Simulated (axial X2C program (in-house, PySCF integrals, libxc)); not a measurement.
# All-electron X2C curves of WS⁺

Aim: find the lowest determinant of WS⁺, scan the bond at several levels and fit the constants, once spin-free and once with spin–orbit coupling.

Method: all-electron X2C, W dyall-cv3z, S dyall-av3z; program: an in-house X2C program for linear molecules on PySCF integrals.

All values are calculated.

### Step 1. The job

The input, task.json:

```json
{"zs": [74, 16], "q": 1, "bas": ["dyall-cv3z", "dyall-av3z"], "levels": ["PBE0", "HF", "r2SCAN0"], "cc": true, "r0": 2.14, "thr": -1.0, "nmax": 90, "npts": 10, "nst": 2, "ntry": 6}
```

Keys: zs atomic numbers; q charge; bas basis sets; levels methods (HF also brings MP2); cc coupled cluster on or off; r0 starting distance in Å; thr threshold in hartree for freezing inner shells (an s shell follows its p shell); nmax most natural virtual spinors; npts points asked for on the curve; nst determinants followed; ntry starts of the search.

Launch:

```
> python so2c.py task.json out
```

Spin-free means the one-electron spin-free X2C Hamiltonian; two-component (2c) means X2C with spin–orbit coupling and atomic mean-field two-electron Coulomb and Gaunt terms. Basis: W dyall-cv3z contracted to [13s14p9d7f4g], S dyall-av3z contracted to [9s8p3d2f]; Gaussian nuclei, density fitting. Masses: W 183.951 u, S 31.972 u.

Notation: σ, π±, δ± give the projection m of an orbital's angular momentum (0, ±1, ±2), α and β its spin, Λ and M_S the sums; ω is the projection of a spinor's total angular momentum and Ω the sum. Logs are in hartree.

The results follow Hamiltonian by Hamiltonian and level by level.

### Step 2. Which state to follow

PBE0 moves the distance from 2.140 Å to 2.050 Å and compares determinants there.

Spin-free determinants:

| ΔE (eV) | state | open shells |
| --- | --- | --- |
| 0.00 | M_S = 3/2, Λ = 0 | beyond closed shells: σα, δ+α, δ-α |
| 1.56 | M_S = 1/2, Λ = 2 | beyond closed shells: δ+α |
| 1.59 | M_S = 1/2, Λ = 0 | beyond closed shells: σβ, δ+α, δ-α |
| 1.76 | M_S = 3/2, Λ = 3 | beyond closed shells: σα, π+α, δ+α |
| 1.83 | M_S = 3/2, Λ = 1 | beyond closed shells: σα, π-α, δ+α |
| 1.95 | M_S = 3/2, Λ = 1 | beyond closed shells: π+α, δ+α, δ-α |
| 2.33 | M_S = 1/2, Λ = 3 | beyond closed shells: σα, π+β, δ+α |

Two-component determinants:

```
ΔE (eV)    state                                        open shells
   0.00  Ω = 3/2   excess of +ω over −ω: ω = 1/2, ω = -3/2, ω = 5/2
   1.10  Ω = 1/2                      excess of +ω over −ω: ω = 1/2
   1.19  Ω = 3/2                      excess of +ω over −ω: ω = 3/2
   1.55  Ω = 1/2  excess of +ω over −ω: ω = -1/2, ω = -3/2, ω = 5/2
   1.67  Ω = 9/2    excess of +ω over −ω: ω = 1/2, ω = 3/2, ω = 5/2
   1.72  Ω = 7/2   excess of +ω over −ω: ω = -1/2, ω = 3/2, ω = 5/2
   1.81  Ω = 5/2                      excess of +ω over −ω: ω = 5/2
```

### Step 3. PBE0, spin-free

State followed: M_S = 3/2, Λ = 0 (beyond closed shells: σα, δ+α, δ-α). The scan is laid around 2.050 Å, a first estimate of the minimum, and this SCF restarts from the orbitals of the search.

The SCF at the reference distance of 2.050 Å:

```text
spin-free X2C-1e  PBE0
basis functions 247  fitting functions 1209  grid points 5076
iter        total energy     max residual
   1     -16542.461807770     1.00e-05
   2     -16542.461807748     2.66e-05
   3     -16542.461807774     2.35e-06
   4     -16542.461807774     2.06e-06
converged
one-electron -23290.09946383  Coulomb 6796.02832917  exact exchange -87.09133817  xc functional -266.93144115  nuclear repulsion 305.63210621
```

Along the bond, energies from the lowest point:

```tsv
R (Å)	E (eV)	μ (D)	HOMO (eV)	LUMO (eV)	iterations
1.784	1.8632	-1.15	-13.04	-8.75	13
1.865	0.7645	-1.40	-13.14	-8.76	14
1.927	0.2979	-1.56	-13.22	-8.93	13
1.988	0.0616	-1.70	-13.27	-9.10	14
2.050	0.0000	-1.80	-13.31	-9.26	4
2.122	0.0882	-1.88	-13.34	-9.42	14
2.193	0.2918	-1.88	-13.34	-9.54	14
2.286	0.6511	-1.79	-13.31	-9.66	14
2.398	1.1552	-1.54	-13.22	-9.76	15
2.562	1.8992	-1.03	-13.02	-9.84	17
```

Dipoles are positive if S is the positive end and refer to the centre of mass.

Outer orbitals at the reference distance:

| symmetry | occupied | ε (eV) | atomic character |
| --- | --- | --- | --- |
| σβ | yes | -25.78 | 66% S s, 13% W d, 9% W p |
| σα | yes | -25.16 | 64% S s, 14% W d, 9% W p |
| σα | yes | -15.85 | 56% S p, 30% W d, 6% S s |
| σβ | yes | -15.70 | 66% S p, 20% W d, 6% W s |
| π+α | yes | -14.95 | 47% W d, 43% S p, 3% W f |
| π-α | yes | -14.95 | 47% W d, 43% S p, 3% W f |
| π+β | yes | -14.89 | 64% S p, 25% W d, 5% W f |
| π-β | yes | -14.89 | 64% S p, 25% W d, 5% W f |
| δ-α | yes | -13.35 | 97% W d |
| δ+α | yes | -13.35 | 97% W d |
| σα | yes | -13.31 | 46% W s, 32% W d, 15% S p |
| π-α | no | -9.26 | 45% W d, 31% S p, 14% W p |
| π+α | no | -9.26 | 45% W d, 31% S p, 14% W p |
| σβ | no | -8.65 | 48% W s, 30% W d, 10% S p |
| π+β | no | -8.09 | 66% W d, 14% S p, 7% W p |

PBE0 fields in the half plane through the axis: z from -2.4 to 4.2 Å across, distance from the axis 0.15 to 2.25 Å upwards; W lies at z = 0 and S at z = 2.050 Å; the ELF is damped to zero where the density is low.

log10 density (e/bohr³). Ten even steps from '0' (-4.89 ) to '9' (1.80 ):
```
00112222222222222211000
01122233333333333222110
01223334444434433332211
11223444444444444433221
12233455555555555443321
12234556665555555554322
12334567776666666554332
12345678987666797654432
```

ELF. Ten even steps from ' ' (0.00 ) to '@' (0.93 ):
```
          ..::::::::....                      
        ..::--======--::..::::::....          
        ..--==++++==------========--::..      
        ..::==++++==--==****######**++--..    
          ..--++++==::==##%%%%%%%%%%%%**==..  
          ..--****++::--%%%%%%##@@@@@@%%**::  
        ..--**++--====--%%##  ..::@@@@@@##==..
      ..::****++::++++==##::%%%%--##@@@@%%++..
```

Re = 2.045 Å, ωe = 589 cm⁻¹, ωexe = 2.4 cm⁻¹, Be = 0.1479 cm⁻¹, De = 5.36 eV, μ = -1.80 D.

### Step 4. HF, spin-free

Output at 2.050 Å:

```text
spin-free X2C-1e  HF
basis functions 247  fitting functions 1209  grid points 5076
iter        total energy     max residual
   1     -16536.804381135     9.11e-01
   2     -16536.854318705     1.88e-02
   3     -16536.858152207     1.74e-02
   4     -16536.860896767     3.52e-03
   5     -16536.862635563     3.00e-03
   6     -16536.865031262     2.50e-03
   7     -16536.866276877     2.25e-03
   8     -16536.867840217     1.61e-03
   9     -16536.868030088     7.42e-04
  10     -16536.868108578     3.56e-04
  11     -16536.868128878     1.69e-04
  12     -16536.868131572     7.73e-05
  13     -16536.868132890     2.43e-05
  14     -16536.868133036     1.26e-05
  15     -16536.868133071     3.69e-06
  16     -16536.868133073     8.90e-07
  17     -16536.868133074     2.48e-07
converged
one-electron -23293.23978532  Coulomb 6799.43491730  exact exchange -348.69537126  xc functional 0.00000000  nuclear repulsion 305.63210621
```

Re = 2.174 Å, ωe = 365 cm⁻¹, ωexe = 2.84 cm⁻¹, Be = 0.1309 cm⁻¹, De = 2.19 eV, μ = -1.84 D. ⟨S²⟩ = 4.92 against 3.75 for a pure state, so this determinant mixes spins.

### Step 5. r2SCAN0, spin-free

Output at 2.050 Å:

```text
spin-free X2C-1e  r2SCAN0
basis functions 247  fitting functions 1209  grid points 5076
iter        total energy     max residual
   1     -16542.648733989     2.34e-01
   2     -16542.652864277     4.84e-03
   3     -16542.652155961     7.93e-03
   4     -16542.653031452     1.62e-03
   5     -16542.653015444     1.80e-03
   6     -16542.653156110     3.30e-04
   7     -16542.653175142     1.58e-04
   8     -16542.653185161     1.56e-04
   9     -16542.653188677     2.74e-05
  10     -16542.653188734     1.28e-05
  11     -16542.653188740     2.04e-06
  12     -16542.653188741     5.19e-07
converged
one-electron -23290.92538171  Coulomb 6796.91052566  exact exchange -87.10991983  xc functional -267.16051907  nuclear repulsion 305.63210621
```

Re = 2.044 Å, ωe = 578 cm⁻¹, ωexe = 2.6 cm⁻¹, Be = 0.1482 cm⁻¹, De = 5.06 eV, μ = -1.98 D.

### Step 6. MP2 and beyond, spin-free

Correlated methods: 11 electrons correlated (frozen shells, counted by type: W 5 s, 4 p, 2 d, 1 f; S 2 s, 1 p), 315 virtual spinors in MP2, 88 natural virtuals in coupled cluster.

Output of the correlated part at 2.050 Å:

```text
correlated 11  virtual 315  natural virtual 88  E(MP2) -0.263323731  MP2 remainder -0.009842850
iter   CCSD correlation   residual
   1     -0.260239086   1.53e-01
   2     -0.270119597   8.50e-02
   3     -0.277848294   5.22e-02
   4     -0.280736444   2.83e-02
   5     -0.282194833   1.26e-02
   6     -0.282409463   3.97e-03
   7     -0.282478358   1.18e-03
   8     -0.282481895   4.19e-04
   9     -0.282480300   1.80e-04
  10     -0.282484017   6.93e-05
  11     -0.282482825   2.63e-05
  12     -0.282483141   1.04e-05
  13     -0.282482846   5.11e-06
  14     -0.282482656   2.23e-06
  15     -0.282482563   1.06e-06
  16     -0.282482516   4.58e-07
  17     -0.282482504   1.82e-07
(T) -0.017799072  T1 0.0895  D1 0.1403  max T2 0.078
```

T1 in the output is the amplitude norm over the root of the electron number; divide by √2 for the Lee–Taylor value.

MP2: No constants are quoted: the reference is strongly spin-contaminated.

CCSD: Re = 2.059 Å, ωe = 570 cm⁻¹, ωexe = 2.53 cm⁻¹, Be = 0.146 cm⁻¹, De = 4.67 eV. T1 at Re = 0.064 (Lee–Taylor, the printed value over √2).

CCSD(T): Re = 2.053 Å, ωe = 585 cm⁻¹, ωexe = 2.78 cm⁻¹, Be = 0.1468 cm⁻¹, De = 4.99 eV. T1 at Re = 0.064 (Lee–Taylor, the printed value over √2).

### Step 7. A higher determinant, spin-free

State: M_S = 1/2, Λ = 2 (beyond closed shells: δ+α).

Output at the reference distance:

```text
spin-free X2C-1e  PBE0
basis functions 247  fitting functions 1209  grid points 5076
iter        total energy     max residual
   1     -16542.404553390     4.37e-06
   2     -16542.404553389     1.19e-05
converged
one-electron -23285.97165102  Coulomb 6791.78638290  exact exchange -87.04125931  xc functional -266.81013217  nuclear repulsion 305.63210621
```

```tsv
R (Å)	E above the lowest PBE0 point (eV)
1.784	3.115
1.865	2.109
1.927	1.713
1.988	1.548
2.050	1.558
2.122	1.730
2.193	2.015
2.286	2.459
2.398	3.031
```

Re = 2.014 Å, ωe = 641 cm⁻¹, ωexe = 2.53 cm⁻¹, Be = 0.1525 cm⁻¹, μ = -1.00 D. Te = 1.53 eV.

### Step 8. The spin-free curves together

Energy (eV) of the followed determinant, spin-free, from each level's lowest point:

```tsv
R (Å)	PBE0	HF	MP2 (spin-contaminated)	CCSD	CCSD(T)	r2SCAN0
1.784	1.863	2.502	1.519	n/a	n/a	1.816
1.865	0.764	1.281	0.480	0.844	0.834	0.736
1.927	0.298	0.709	0.112	0.356	0.343	0.282
1.988	0.062	0.345	0.000	0.090	0.080	0.056
2.050	0.000	0.133	0.063	0.000	0.000	0.000
2.122	0.088	0.018	0.272	0.056	0.070	0.088
2.193	0.292	0.000	0.565	0.230	0.258	0.283
2.286	0.651	0.063	0.993	0.560	0.607	0.624
2.398	1.155	0.210	1.518	n/a	n/a	1.101
2.562	1.899	0.467	2.181	n/a	n/a	1.807
```

### Step 9. PBE0, 2c

State followed: Ω = 3/2 (excess of +ω over −ω: ω = 1/2, ω = -3/2, ω = 5/2). The scan is laid around 2.050 Å, a first estimate of the minimum, and this SCF restarts from the orbitals of the search.

The SCF at the reference distance of 2.050 Å:

```text
two-component X2C + atomic mean field  PBE0
basis functions 247  fitting functions 1209  grid points 5076
iter        total energy     max residual
   1     -16541.143569946     6.14e-06
   2     -16541.143569945     1.30e-05
converged
one-electron -23272.03542009  Coulomb 6793.27298671  exact exchange -87.06175485  xc functional -266.88401857  nuclear repulsion 305.63210621  atomic mean-field constant -14.06746935
```

Along the bond, energies from the lowest point:

```tsv
R (Å)	E (eV)	μ (D)	HOMO (eV)	LUMO (eV)	iterations
1.784	1.8599	-1.15	-12.76	-8.86	14
1.865	0.7644	-1.40	-12.85	-8.99	14
1.927	0.2990	-1.56	-12.92	-9.14	13
1.988	0.0627	-1.70	-12.99	-9.29	14
2.050	0.0000	-1.81	-13.05	-9.44	2
2.122	0.0857	-1.88	-13.09	-9.58	14
2.193	0.2858	-1.88	-13.10	-9.70	14
2.286	0.6399	-1.79	-13.06	-9.80	15
2.398	1.1378	-1.55	-12.95	-9.86	15
2.562	1.8740	-1.05	-12.73	-9.90	19
```

Dipoles are positive if S is the positive end and refer to the centre of mass.

Outer spinors at the reference distance:

```
   ω  occupied  ε (eV)           atomic character     λ mixture
-1/2       yes  -25.77   66% S s, 13% W d, 9% W p        100% σ
 1/2       yes  -25.15   64% S s, 14% W d, 9% W p        100% σ
 1/2       yes  -15.86   56% S p, 31% W d, 6% S s   99% σ, 1% π
-1/2       yes  -15.71   65% S p, 21% W d, 5% W s   98% σ, 2% π
-1/2       yes  -15.01   47% W d, 43% S p, 3% W f   98% π, 2% σ
 1/2       yes  -14.95   63% S p, 25% W d, 5% W f   98% π, 2% σ
 3/2       yes  -14.87   46% W d, 44% S p, 3% W f        100% π
-3/2       yes  -14.86   62% S p, 26% W d, 5% W f   98% π, 2% δ
-3/2       yes  -13.65            95% W d, 2% S p   97% δ, 3% π
 1/2       yes  -13.30  45% W s, 32% W d, 16% S p   99% σ, 1% π
 5/2       yes  -13.05                    97% W d        100% δ
-1/2        no   -9.44  44% W d, 31% S p, 16% W p   96% π, 4% σ
 3/2        no   -9.15  47% W d, 30% S p, 12% W p   97% π, 3% δ
-1/2        no   -8.64  49% W s, 28% W d, 10% S p   98% σ, 2% π
 1/2        no   -8.36  50% W d, 20% W p, 15% S p  70% π, 30% σ
```

PBE0 fields in the half plane through the axis: z from -2.4 to 4.2 Å across, distance from the axis 0.15 to 2.25 Å upwards; W lies at z = 0 and S at z = 2.050 Å; the ELF is damped to zero where the density is low.

log10 density (e/bohr³). Ten even steps from '0' (-4.89 ) to '9' (1.80 ):
```
00112222222222222211000
01122233333333333222110
01223334444434433332211
11223444444444444433221
12233455555555555443321
12234556665555555554322
12334567776666666554332
12345678987666797654432
```

ELF. Ten even steps from '0' (0.00 ) to '9' (0.93 ):
```
00000122221100000000000
00001234433212221100000
00001345543334444321000
00001245543466777653100
00000135542478888886410
00000136652388879998620
00001364344377012999741
00012665255472883799851
```

Re = 2.046 Å, ωe = 585 cm⁻¹, ωexe = 2.4 cm⁻¹, Be = 0.1478 cm⁻¹, De = 5.13 eV, μ = -1.80 D.

### Step 10. HF, 2c

The SCF at the reference distance of 2.050 Å:

```text
two-component X2C + atomic mean field  HF
basis functions 247  fitting functions 1209  grid points 5076
iter        total energy     max residual
   1     -16535.444815925     9.08e-01
   2     -16535.494979077     1.88e-02
   3     -16535.498840409     1.76e-02
   4     -16535.501541027     3.57e-03
   5     -16535.503258373     3.06e-03
   6     -16535.505535169     2.58e-03
   7     -16535.506755443     2.24e-03
   8     -16535.508228629     1.50e-03
   9     -16535.508418154     7.18e-04
  10     -16535.508498910     3.49e-04
  11     -16535.508521871     1.55e-04
  12     -16535.508524879     8.39e-05
  13     -16535.508526700     5.83e-05
  14     -16535.508527176     3.74e-05
  15     -16535.508527417     2.07e-05
  16     -16535.508527478     8.59e-06
  17     -16535.508527491     3.12e-06
  18     -16535.508527494     2.19e-06
  19     -16535.508527494     1.40e-06
converged
one-electron -23275.14031563  Coulomb 6796.64195257  exact exchange -348.57480129  xc functional 0.00000000  nuclear repulsion 305.63210621  atomic mean-field constant -14.06746935
```

Re = 2.173 Å, ωe = 366 cm⁻¹, ωexe = 2.86 cm⁻¹, Be = 0.131 cm⁻¹, De = 1.96 eV, μ = -1.86 D.

### Step 11. r2SCAN0, 2c

The SCF at the reference distance of 2.050 Å:

```text
two-component X2C + atomic mean field  r2SCAN0
basis functions 247  fitting functions 1209  grid points 5076
iter        total energy     max residual
   1     -16541.283849759     2.31e-01
   2     -16541.288214476     4.83e-03
   3     -16541.287436397     8.04e-03
   4     -16541.288392702     1.62e-03
   5     -16541.288379716     1.81e-03
   6     -16541.288517887     3.30e-04
   7     -16541.288536734     1.55e-04
   8     -16541.288546103     1.56e-04
   9     -16541.288549455     2.70e-05
  10     -16541.288549541     1.25e-05
  11     -16541.288549552     1.58e-06
  12     -16541.288549553     5.25e-07
converged
one-electron -23272.84542551  Coulomb 6794.13874902  exact exchange -87.08019131  xc functional -267.06631861  nuclear repulsion 305.63210621  atomic mean-field constant -14.06746935
```

Re = 2.044 Å, ωe = 576 cm⁻¹, ωexe = 2.59 cm⁻¹, Be = 0.1482 cm⁻¹, De = 5.03 eV, μ = -1.97 D.

### Step 12. MP2 and beyond, 2c

Correlated methods: 11 electrons correlated (frozen shells, counted by type: W 5 s, 4 p, 2 d, 1 f; S 2 s, 1 p), 315 virtual spinors in MP2, 90 natural virtuals in coupled cluster.

Output of the correlated part at 2.050 Å:

```text
correlated 11  virtual 315  natural virtual 90  E(MP2) -0.263150917  MP2 remainder -0.009435393
iter   CCSD correlation   residual
   1     -0.260520034   1.52e-01
   2     -0.270341813   8.43e-02
   3     -0.277946443   5.17e-02
   4     -0.280758344   2.80e-02
   5     -0.282182778   1.25e-02
   6     -0.282394204   3.98e-03
   7     -0.282460840   1.21e-03
   8     -0.282465158   4.53e-04
   9     -0.282462930   2.11e-04
  10     -0.282466932   9.52e-05
  11     -0.282465264   4.54e-05
  12     -0.282465771   2.46e-05
  13     -0.282465233   1.34e-05
  14     -0.282465006   6.56e-06
  15     -0.282464996   2.65e-06
(T) -0.017784235  T1 0.0884  D1 0.1463  max T2 0.077
```

MP2: No constants are quoted: the reference is strongly spin-contaminated.

CCSD: Re = 2.059 Å, ωe = 563 cm⁻¹, ωexe = 1.71 cm⁻¹, Be = 0.146 cm⁻¹, De = 4.37 eV. T1 at Re = 0.063 (Lee–Taylor, the printed value over √2).

CCSD(T): Re = 2.053 Å, ωe = 577 cm⁻¹, ωexe = 1.95 cm⁻¹, Be = 0.1468 cm⁻¹, De = 4.69 eV. T1 at Re = 0.063 (Lee–Taylor, the printed value over √2).

### Step 13. A higher determinant, 2c

State: Ω = 1/2 (excess of +ω over −ω: ω = 1/2).

Output at the reference distance:

```text
two-component X2C + atomic mean field  PBE0
basis functions 247  fitting functions 1209  grid points 5076
iter        total energy     max residual
   1     -16541.103081094     3.96e-05
   2     -16541.103081100     5.27e-05
   3     -16541.103081124     1.21e-05
   4     -16541.103081128     1.05e-05
   5     -16541.103081134     3.30e-06
   6     -16541.103081138     3.16e-06
   7     -16541.103081140     1.27e-06
   8     -16541.103081141     7.41e-07
converged
one-electron -23271.70650294  Coulomb 6792.90159821  exact exchange -87.03645467  xc functional -266.82635859  nuclear repulsion 305.63210621  atomic mean-field constant -14.06746935
```

```tsv
R (Å)	E above the lowest PBE0 point (eV)
1.784	2.872
1.865	1.800
1.927	1.354
1.988	1.138
2.050	1.102
2.122	1.227
2.193	1.478
2.286	1.878
2.398	2.291
```

Re = 2.034 Å, ωe = 622 cm⁻¹, Be = 0.1497 cm⁻¹, μ = -1.88 D. Te = 1.10 eV.

### Step 14. The 2c curves together

Energy (eV) of the followed determinant, 2c, from each level's lowest point:

```tsv
R (Å)	PBE0	HF	MP2 (spin-contaminated)	CCSD	CCSD(T)	r2SCAN0
1.784	1.860	2.492	1.522	n/a	n/a	1.810
1.865	0.764	1.275	0.485	0.838	0.826	0.734
1.927	0.299	0.704	0.115	0.347	0.333	0.281
1.988	0.063	0.342	0.000	0.088	0.079	0.056
2.050	0.000	0.131	0.059	0.000	0.000	0.000
2.122	0.086	0.017	0.264	0.055	0.070	0.087
2.193	0.286	0.000	0.551	0.228	0.257	0.280
2.286	0.640	0.064	0.976	0.556	0.602	0.618
2.398	1.138	0.212	1.501	n/a	n/a	1.092
2.562	1.874	0.468	2.164	n/a	n/a	1.794
```

Time for the job: 6.3 min (1 thread of Arm Neoverse V2, shared host); peak memory 0.79 GiB.

### Step 15. What came out

Lowest determinant that the search found at its distance, spin-free: M_S = 3/2, Λ = 0 (beyond closed shells: σα, δ+α, δ-α).

Lowest determinant that the search found at its distance, 2c: Ω = 3/2 (excess of +ω over −ω: ω = 1/2, ω = -3/2, ω = 5/2).

| Hamiltonian | level | Re (Å) | ωe (cm⁻¹) | De (eV) | μ (D) |
| --- | --- | --- | --- | --- | --- |
| spin-free | PBE0 | 2.045 | 589 | 5.36 | -1.80 |
| spin-free | HF | 2.174 | 365 | 2.19 | -1.84 |
| spin-free | CCSD | 2.059 | 570 | 4.67 | n/a |
| spin-free | CCSD(T) | 2.053 | 585 | 4.99 | n/a |
| spin-free | r2SCAN0 | 2.044 | 578 | 5.06 | -1.98 |
| 2c | PBE0 | 2.046 | 585 | 5.13 | -1.80 |
| 2c | HF | 2.173 | 366 | 1.96 | -1.86 |
| 2c | CCSD | 2.059 | 563 | 4.37 | n/a |
| 2c | CCSD(T) | 2.053 | 577 | 4.69 | n/a |
| 2c | r2SCAN0 | 2.044 | 576 | 5.03 | -1.97 |

Dipoles are positive if S is the positive end and refer to the centre of mass. No constants: spin-free MP2 (the reference is strongly spin-contaminated); 2c MP2 (the reference is strongly spin-contaminated). Spin-free ⟨S²⟩ is off its pure value at HF 4.92.

Time per point (s) on 1 thread of Arm Neoverse V2, shared host (2c runs; CCSD comes with the CCSD(T) run); the times are rough: PBE0 1.8, HF 1.9, CCSD(T) 7.6, r2SCAN0 2.5.

What this shows: At CCSD(T), going from spin-free to two-component changes Re by 0 mÅ, ωe by -1.4 %; the spin-free picture holds up (part of it comes from the scalar share of the two-electron terms). De moves by -0.30 eV; both De rest on single-determinant atoms, which can miss part of an open shell's spin–orbit lowering.

De refers to W+ + S, each in the lowest determinant found, which need not be this curve's own limit. Each curve is one determinant whose occupation by symmetry is held fixed; it was picked as the lowest of a PBE0 search that is not exhaustive. Dissociation energies refer to the lowest single-determinant-based atoms at the same level and basis. Density functionals use the spin component along the axis (collinear). CCSD and (T) use frozen natural virtuals with an MP2 correction for the truncation. The meta-GGAs lack a current-density term, which matters for open shells with orbital currents, atoms included. With several unpaired electrons one determinant need not be a pure state. The spin-free determinant is spin-contaminated at some levels. With the outer-core shells frozen, correlated bond lengths of heavy atoms tend to come out a few hundredths of an ångström too long. T1 at Re is 0.064 (Lee–Taylor), above the customary mark of 0.02.
